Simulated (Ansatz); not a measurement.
# Si3C (ordered alloy on diamond lattice): Wannier runs under varied settings

Aim: run 2 Wannier inputs for Si3C (ordered alloy on diamond lattice) as typed, and read from each log whether it ends well.

Method: plane waves, PAW; the settings change from run to run, as each input shows, in Ansatz 0.2.0.

5 further runs of the same task are left out: 5 that didn't finish. Runs told in other sessions of the task aren't counted.

### 1 The starting structure

The structure is tetragonal, space group P-4m2 (No. 115). Conventional cell: a = 3.432 Å, b = 3.432 Å, c = 5.000 Å, α = 90.00°, β = 90.00°, γ = 90.00°. C (site symmetry -4m2) is surrounded by 4 Si at 1.99 Å. Si (site symmetry 2mm) is surrounded by 2 C at 1.99 Å and 2 Si at 2.27 Å. Si (site symmetry -4m2) has 4 Si at 2.27 Å in its first shell of neighbours.

Coordinates:

```cif
data_structure
_symmetry_space_group_name_H-M 'P-4m2'
_symmetry_Int_Tables_number 115
_cell_length_a 3.4318
_cell_length_b 3.4318
_cell_length_c 5.0004
_cell_angle_alpha 90.000
_cell_angle_beta 90.000
_cell_angle_gamma 90.000
_cell_volume 58.89
loop_
_atom_site_label
_atom_site_type_symbol
_atom_site_symmetry_multiplicity
_atom_site_Wyckoff_symbol
_atom_site_fract_x
_atom_site_fract_y
_atom_site_fract_z
_atom_site_occupancy
C1 C 1 a 0.00000 0.00000 0.00000 1
Si1 Si 2 g 0.00000 0.50000 0.20320 1
Si2 Si 1 c 0.50000 0.50000 0.50000 1
```

The cell was relaxed beforehand with r2SCAN; those runs aren't shown.

### 2 Try 1

File input.yaml:

```yaml
crystal:
  lattice:
    - [3.4318102017, 0.0, 0.0]
    - [0.0, 3.4318102017, 0.0]
    - [0.0, 0.0, 5.0004336163]
  atoms:
    - { symbol: C, position: [0.0, 0.0, 0.0] }
    - { symbol: Si, position: [0.0, 0.5, 0.2031984776] }
    - { symbol: Si, position: [0.5, 0.5, 0.5] }
    - { symbol: Si, position: [0.5, 0.0, 0.7968015224] }
kpoints:
  mp_grid: { grid: [6, 6, 4] }
  band_path:
    path:
      - [[0.0, 0.0, 0.0], [3.151027760738e-51, 0.5, -2.885680112025e-34], [0.5, 0.5, -2.306261789073e-19], [0.0, 0.0, 0.0], [-2.083420024138e-36, -1.105732491851e-50, 0.5], [5.57961174331e-36, 0.5, 0.5], [0.5, 0.5, 0.5], [-2.083420024138e-36, -1.105732491851e-50, 0.5]]
      - [[3.151027760738e-51, 0.5, -2.885680112025e-34], [5.57961174331e-36, 0.5, 0.5]]
      - [[0.5, 0.5, -2.306261789073e-19], [0.5, 0.5, 0.5]]
    npoints: 10
hamiltonian:
  xc: pbe
scf:
  occupations: { method: fermi_dirac, width: 0.02 }
  n_extra_bands: 16
output:
  forces: false
  stress: false
  eigenvalues: true
  wannier:
    kmesh: [6, 6, 4]
    projections:
      - { species: C, l: s, shell: 2 }
      - { species: C, l: p, shell: 2 }
      - { species: Si, l: s, shell: 3 }
      - { species: Si, l: p, shell: 3 }
    minimise: true
    write_hr: true
    conv_tol: 1.0e-08
    max_iter: 3000
    disentanglement: { window: [-17.39, 24.61], frozen_window: [0.61, 10.11] }
```

The run is started by

```
> ansatz run input.yaml --threads 4 --pin off --max-ram 3686MiB --backend cpu --events-out ev --progress --plain --runs-dir out
```

What it wrote:

```text
Warning: RAYON_NUM_THREADS=4 ignored (pool sized by the plan → 4); use --threads N
scf.n_extra_bands = 16 over 8 filled bands (N_el = 16.0): the run solves 24 bands
Engine: ansatz 0.2.0, aarch64-unknown-linux-gnu
Pseudopotentials: kind: paw
Pseudopotential: C, paw, valence charge 4, recommended cutoff 420 eV (normal), C.paw.azcp
Pseudopotential: Si, paw, valence charge 4, recommended cutoff 420 eV (normal), Si.paw.azcp
Functional definition: PBE
  parameter kappa = 0.804
  parameter beta = 0.06672455060314922
  exchange = pbe_x(kappa = kappa, mu = beta*pi^2/3)
  correlation = pbe_c(beta = beta)
Crystal: 4 atoms, lattice volume = 58.892 Å³
Basis set: ecut = 420 eV, 1141 PW (Γ)
Bands: 24, of which v1, the nominal top of the filled ones, is band 8 counted from 1 (7 counted from 0)
Symmetry: 8 space group operations
Space group: P-4m2 (ITA 115), of the structure as read, at distance tolerance 3.9e-5 Å
k-points: 30 of 144 (time reversal used)
Non-local potential: C, projectors of the file, l = 0: 2, l = 1: 2, l = 2: 1
Non-local potential: Si, projectors of the file, l = 0: 2, l = 1: 2, l = 2: 2
PAW form: soft (Blöchl's): semilocal exchange-correlation on the pseudo side does not see the compensation charge
PAW one-centre angular grid: C, 110 points (default); XC on 64 Gauss nodes
PAW one-centre angular grid: Si, 110 points (default); XC on 64 Gauss nodes
Initial density: superposition of atomic densities (neutral atoms: chi_scale 0, normalization atom), corrected by the library's trained network
Initial wavefunctions: pseudopotential atomic-orbital guess
Functional: x = pbe(κ = 0.804, μ = 0.2195149727645171), c = pbe(β = 0.06672455060314922)
SCF iter   1: F=—  HF=-2157.251791 eV  |F-HF|=—  |Δ(HF+E_count)|=         —  Δρ=5.34e-3  dr2=4.10e-2  ethr=1.77e-3  ⟨swp⟩=5.8  Hψ=4049  notcnv=0  defer=108
preconditioner: auto → none  [insulator: Δε(μ)=0.146 eV  Ē_g=14.980 eV  σ=0.020 eV  W_gap=0.73  n_scr=6 (ndim 8)  ℏωp=19.4 eV  f_vac=0.000  D(μ)=1.06/eV (n_scr^D=2)  ε∞_Penn≈2.7]
SCF iter   2: F=—  HF=-2157.244232 eV  |F-HF|=—  |Δ(HF+E_count)|=   7.56e-3  Δρ=2.07e-3  dr2=4.86e-3  ethr=2.57e-4  ⟨swp⟩=1.1  Hψ=963  notcnv=0  defer=243
SCF iter   3: F=—  HF=-2157.243237 eV  |F-HF|=—  |Δ(HF+E_count)|=   9.96e-4  Δρ=4.01e-4  dr2=2.25e-4  ethr=3.03e-5  ⟨swp⟩=2.6  Hψ=775  notcnv=0  defer=289
SCF iter   4: F=—  HF=-2157.243212 eV  |F-HF|=—  |Δ(HF+E_count)|=   2.47e-5  Δρ=1.20e-4  dr2=4.58e-6  ethr=1.40e-6  ⟨swp⟩=2.3  Hψ=570  notcnv=0  defer=289
SCF iter   5: F=—  HF=-2157.243219 eV  |F-HF|=—  |Δ(HF+E_count)|=   6.79e-6  Δρ=1.76e-5  dr2=2.37e-7  ethr=2.87e-8  ⟨swp⟩=2.1  Hψ=656  notcnv=0  defer=289
SCF iter   6: F=-2157.243219 eV  HF=-2157.243219 eV  |F-HF|=5.88e-9  |Δ(HF+E_count)|=   3.32e-8  Δρ=3.03e-6  dr2=9.88e-9  ethr=6.25e-10  ⟨swp⟩=8.0  Hψ=3733  notcnv=0
SCF 1 converged in 6 iterations: F = -2157.243219 eV  dr2 = 9.88e-9
NSCF: frozen V_eff on 93 k-points
NSCF: frozen V_eff on 33 k-points
WARN: eigensolver did not converge in 6 slots of this pass, the one above among them; of largest residual over every band (k=25): 1 band(s) unlocked (lowest unlocked band 23, counted from 0; max residual 1.25e-4 eV among the unlocked bands, 1.25e-4 eV over every band); of lowest unlocked band (k=27): band 22
the Wannier pass solved 33 of the 144 points of its mesh, and has the states at the others by symmetry: states obtained by the crystal's operations at points that were solved too leave a residual of 2.73e-13 eV (read by the count's bands and the next), within 6.67e-6 eV
NSCF: frozen V_eff on 33 k-points
the Wannier pass solved 33 of the 144 points of its mesh, and has the states at the others by symmetry: states obtained by the crystal's operations at points that were solved too leave a residual of 3.92e-13 eV (read by the count's bands and the next), within 6.67e-6 eV
SCF converged after 6 iterations
Free energy (F): -2157.243219 eV
Harris-Foulkes:  -2157.243219 eV  (|F-HF|=5.88e-9)
Internal energy: -2157.242322 eV  (E = F + TS)
E sigma→0 (E₀):  -2157.242771 eV
Entropy (-TS):   -0.000896 eV (-0.224 meV/atom)
Fermi energy:    8.480816 eV
--- Per-component energies (eV) ---
  E_band       = 35.124398
  E_kinetic    = 212.737318
  E_local      = -175.517259  (includes V_loc(G=0)·N_el)
  E_nonlocal   = 104.065472
  E_hartree    = 54.591417
  E_xc         = -214.919583
  E_vxc        = -201.612316  (∫ρ·V_xc dr)
  E_paw        = -1637.383907  (= ΣΔE_a)
  E_vpaw       = -13.730787  (= ΣTr[D̂ρ^β])
  E_aug_tail   = 0.000026  (compensation charges beyond the density's cutoff)
  E_ewald      = -500.815807
  E_smearing   = -0.000896  (= −TS)
  E_closure    = 0.000000  (closes the sum)
  Σ components = -2157.243219   (vs F -2157.243219, Δ=0.00e0)
--- Band table (eV; the first three rows and the last of 30) ---
  k-point 0: bands = ["-6.2633", "-1.2455", "-0.1602", "4.0737", "4.0737", "7.5947", "7.6419", "8.6120", "8.6120", "9.6638", "11.8034", "11.8034", "11.8215", "13.4757", "16.8930", "18.3655", "18.3706", "18.4369", "18.4369", "19.9325", "21.9097", "21.9097", "22.0309", "23.5563"]
  k-point 1: bands = ["-6.0644", "-2.6215", "1.6281", "4.1823", "4.1823", "6.2888", "8.0132", "8.0132", "8.3531", "10.0549", "11.1625", "12.7629", "12.7629", "13.9544", "15.8183", "17.7403", "17.7403", "18.6290", "18.7260", "19.8743", "21.5449", "21.9450", "21.9450", "22.7272"]
  k-point 2: bands = ["-5.7959", "-3.4381", "3.4042", "4.3074", "4.3074", "4.7725", "7.5357", "7.5357", "8.9849", "9.8479", "11.9958", "12.0655", "13.8090", "13.8090", "16.7922", "16.8205", "16.8205", "18.0739", "19.7181", "19.8657", "20.2968", "22.5946", "22.5946", "23.4370"]
  k-point 29: bands = ["-3.1519", "0.0460", "0.0460", "0.8920", "3.2391", "3.4527", "3.4527", "3.5579", "11.6113", "12.5397", "12.5397", "12.5857", "13.9984", "14.2833", "15.2632", "15.2632", "18.2345", "18.2345", "22.3790", "22.7410", "24.3439", "24.3439", "25.0139", "25.1118"]
Wannier search: line search 1 of at most 3000: gauge-dependent spread (as the search counts it) 10.0925940 Å², largest recent change 3.7e0 Å² and fall left 9.3e-3 Å² against conv_tol 1.0e-8 Å², 0 stops escaped
```

It took 6.3 s on 4 threads of Arm Neoverse V2, shared host; peak memory 0.38 GiB.

The run ended, but the log doubts its result. The cause: the eigensolver left some bands unconverged. The analysis is set aside.

### 3 Try 2

Changes to input.yaml since step 2:

```diff
@@ -37,3 +37,7 @@
     conv_tol: 1.0e-08
-    max_iter: 3000
-    disentanglement: { window: [-17.39, 24.61], frozen_window: [0.61, 10.11] }
+    max_iter: 1000
+    disentanglement: { window: [-3.08, 26.64], frozen_window: [3.18, 10.45] }
+  write_density: true
+  write_potential: true
+  elf: true
+  volumetric_format: npy
```

The run is started by

```
> ansatz run input.yaml --threads 4 --pin off --max-ram 3686MiB --backend cpu --events-out ev --progress --plain --runs-dir out
```

What it wrote:

```text
Warning: RAYON_NUM_THREADS=4 ignored (pool sized by the plan → 4); use --threads N
scf.n_extra_bands = 16 over 8 filled bands (N_el = 16.0): the run solves 24 bands
Engine: ansatz 0.2.0, aarch64-unknown-linux-gnu
Pseudopotentials: kind: paw
Pseudopotential: C, paw, valence charge 4, recommended cutoff 420 eV (normal), C.paw.azcp
Pseudopotential: Si, paw, valence charge 4, recommended cutoff 420 eV (normal), Si.paw.azcp
Functional definition: PBE
  parameter kappa = 0.804
  parameter beta = 0.06672455060314922
  exchange = pbe_x(kappa = kappa, mu = beta*pi^2/3)
  correlation = pbe_c(beta = beta)
Crystal: 4 atoms, lattice volume = 58.892 Å³
Basis set: ecut = 420 eV, 1141 PW (Γ)
Bands: 24, of which v1, the nominal top of the filled ones, is band 8 counted from 1 (7 counted from 0)
Symmetry: 8 space group operations
Space group: P-4m2 (ITA 115), of the structure as read, at distance tolerance 3.9e-5 Å
k-points: 30 of 144 (time reversal used)
Non-local potential: C, projectors of the file, l = 0: 2, l = 1: 2, l = 2: 1
Non-local potential: Si, projectors of the file, l = 0: 2, l = 1: 2, l = 2: 2
PAW form: soft (Blöchl's): semilocal exchange-correlation on the pseudo side does not see the compensation charge
PAW one-centre angular grid: C, 110 points (default); XC on 64 Gauss nodes
PAW one-centre angular grid: Si, 110 points (default); XC on 64 Gauss nodes
Initial density: superposition of atomic densities (neutral atoms: chi_scale 0, normalization atom), corrected by the library's trained network
Initial wavefunctions: pseudopotential atomic-orbital guess
Functional: x = pbe(κ = 0.804, μ = 0.2195149727645171), c = pbe(β = 0.06672455060314922)
SCF iter   1: F=—  HF=-2157.251791 eV  |F-HF|=—  |Δ(HF+E_count)|=         —  Δρ=5.34e-3  dr2=4.10e-2  ethr=1.77e-3  ⟨swp⟩=5.8  Hψ=4049  notcnv=0  defer=108
preconditioner: auto → none  [insulator: Δε(μ)=0.146 eV  Ē_g=14.980 eV  σ=0.020 eV  W_gap=0.73  n_scr=6 (ndim 8)  ℏωp=19.4 eV  f_vac=0.000  D(μ)=1.06/eV (n_scr^D=2)  ε∞_Penn≈2.7]
SCF iter   2: F=—  HF=-2157.244232 eV  |F-HF|=—  |Δ(HF+E_count)|=   7.56e-3  Δρ=2.07e-3  dr2=4.86e-3  ethr=2.57e-4  ⟨swp⟩=1.1  Hψ=963  notcnv=0  defer=243
SCF iter   3: F=—  HF=-2157.243237 eV  |F-HF|=—  |Δ(HF+E_count)|=   9.96e-4  Δρ=4.01e-4  dr2=2.25e-4  ethr=3.03e-5  ⟨swp⟩=2.6  Hψ=775  notcnv=0  defer=289
SCF iter   4: F=—  HF=-2157.243212 eV  |F-HF|=—  |Δ(HF+E_count)|=   2.47e-5  Δρ=1.20e-4  dr2=4.58e-6  ethr=1.40e-6  ⟨swp⟩=2.3  Hψ=570  notcnv=0  defer=289
SCF iter   5: F=—  HF=-2157.243219 eV  |F-HF|=—  |Δ(HF+E_count)|=   6.79e-6  Δρ=1.76e-5  dr2=2.37e-7  ethr=2.87e-8  ⟨swp⟩=2.1  Hψ=656  notcnv=0  defer=289
SCF iter   6: F=-2157.243219 eV  HF=-2157.243219 eV  |F-HF|=5.88e-9  |Δ(HF+E_count)|=   3.32e-8  Δρ=3.03e-6  dr2=9.88e-9  ethr=6.25e-10  ⟨swp⟩=8.0  Hψ=3733  notcnv=0
SCF 1 converged in 6 iterations: F = -2157.243219 eV  dr2 = 9.88e-9
NSCF: frozen V_eff on 93 k-points
NSCF: frozen V_eff on 33 k-points
WARN: eigensolver did not converge in 6 slots of this pass, the one above among them; of largest residual over every band (k=25): 1 band(s) unlocked (lowest unlocked band 23, counted from 0; max residual 1.25e-4 eV among the unlocked bands, 1.25e-4 eV over every band); of lowest unlocked band (k=27): band 22
the Wannier pass solved 33 of the 144 points of its mesh, and has the states at the others by symmetry: states obtained by the crystal's operations at points that were solved too leave a residual of 2.73e-13 eV (read by the count's bands and the next), within 6.67e-6 eV
NSCF: frozen V_eff on 33 k-points
the Wannier pass solved 33 of the 144 points of its mesh, and has the states at the others by symmetry: states obtained by the crystal's operations at points that were solved too leave a residual of 3.92e-13 eV (read by the count's bands and the next), within 6.67e-6 eV
SCF converged after 6 iterations
Free energy (F): -2157.243219 eV
Harris-Foulkes:  -2157.243219 eV  (|F-HF|=5.88e-9)
Internal energy: -2157.242322 eV  (E = F + TS)
E sigma→0 (E₀):  -2157.242771 eV
Entropy (-TS):   -0.000896 eV (-0.224 meV/atom)
Fermi energy:    8.480816 eV
--- Per-component energies (eV) ---
  E_band       = 35.124398
  E_kinetic    = 212.737318
  E_local      = -175.517259  (includes V_loc(G=0)·N_el)
  E_nonlocal   = 104.065472
  E_hartree    = 54.591417
  E_xc         = -214.919583
  E_vxc        = -201.612316  (∫ρ·V_xc dr)
  E_paw        = -1637.383907  (= ΣΔE_a)
  E_vpaw       = -13.730787  (= ΣTr[D̂ρ^β])
  E_aug_tail   = 0.000026  (compensation charges beyond the density's cutoff)
  E_ewald      = -500.815807
  E_smearing   = -0.000896  (= −TS)
  E_closure    = 0.000000  (closes the sum)
  Σ components = -2157.243219   (vs F -2157.243219, Δ=0.00e0)
--- Band table (eV; the first three rows and the last of 30) ---
  k-point 0: bands = ["-6.2633", "-1.2455", "-0.1602", "4.0737", "4.0737", "7.5947", "7.6419", "8.6120", "8.6120", "9.6638", "11.8034", "11.8034", "11.8215", "13.4757", "16.8930", "18.3655", "18.3706", "18.4369", "18.4369", "19.9325", "21.9097", "21.9097", "22.0309", "23.5563"]
  k-point 1: bands = ["-6.0644", "-2.6215", "1.6281", "4.1823", "4.1823", "6.2888", "8.0132", "8.0132", "8.3531", "10.0549", "11.1625", "12.7629", "12.7629", "13.9544", "15.8183", "17.7403", "17.7403", "18.6290", "18.7260", "19.8743", "21.5449", "21.9450", "21.9450", "22.7272"]
  k-point 2: bands = ["-5.7959", "-3.4381", "3.4042", "4.3074", "4.3074", "4.7725", "7.5357", "7.5357", "8.9849", "9.8479", "11.9958", "12.0655", "13.8090", "13.8090", "16.7922", "16.8205", "16.8205", "18.0739", "19.7181", "19.8657", "20.2968", "22.5946", "22.5946", "23.4370"]
  k-point 29: bands = ["-3.1519", "0.0460", "0.0460", "0.8920", "3.2391", "3.4527", "3.4527", "3.5579", "11.6113", "12.5397", "12.5397", "12.5857", "13.9984", "14.2833", "15.2632", "15.2632", "18.2345", "18.2345", "22.3790", "22.7410", "24.3439", "24.3439", "25.0139", "25.1118"]
Wannier search: line search 1 of at most 1000: gauge-dependent spread (as the search counts it) 56.0988645 Å², largest recent change 7.6e-1 Å² and fall left 5.9e1 Å² against conv_tol 1.0e-8 Å², 0 stops escaped
```

Run time: 9.7 s. Hardware: 4 threads of Arm Neoverse V2, shared host; peak memory 0.39 GiB.

The run ended, but the log doubts its result. The cause: the eigensolver left some bands unconverged. The analysis is set aside.

### 4 Summary

```tsv
try	settings	ended	fault	time
1	PBE, 16 functions, 6×6×4, window -17.39 to 24.61 eV, frozen 0.61 to 10.11 eV	ended with warnings	the eigensolver left some bands unconverged	6.3 s
2	PBE, 16 functions, 6×6×4, window -3.08 to 26.64 eV, frozen 3.18 to 10.45 eV	ended with warnings	the eigensolver left some bands unconverged	9.7 s
```

In words: 2 ended with warnings. No run passed without a fault or warning, so no result is quoted.
